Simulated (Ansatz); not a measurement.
Runs of Ansatz 0.2.0 on Zn12H2O. The cell holds a slab with vacuum, 15 atoms: a = 5.330 Å, b = 4.947 Å, c = 23.925 Å, α = 90.00°, β = 90.00°, γ = 90.00°. 

```csv
level,cutoff (eV),gap on the mesh (eV),largest force (eV/Å),work function (eV)
r2SCAN,500,none,(a),(b)
PBE,420,none,0.64,(c)
revPBE,420,none,0.68,5.14
PBEsol,420,none,0.50,5.37
LDA,420,none,0.50,5.65
```

Alike in all rows: task projected density of states; potentials or basis Ansatz PAW; no spin polarisation; cell H2O (tilted) over a bridge site of the (1 0 0) slab of Zn, cut from the database cell, not relaxed; k mesh 5 × 6 × 1; smearing fermi-dirac 0.05 eV.

Estimate the missing entries.

(a) 1.11; (b) 5.35; (c) 5.29.

Caveats: the PAW data sets come from PBE, with cores solved anew for the run's functional, which leaves a small shift of forces and pressure (some runs).

A gap of «none» marks a metal or a gap under the smearing width.
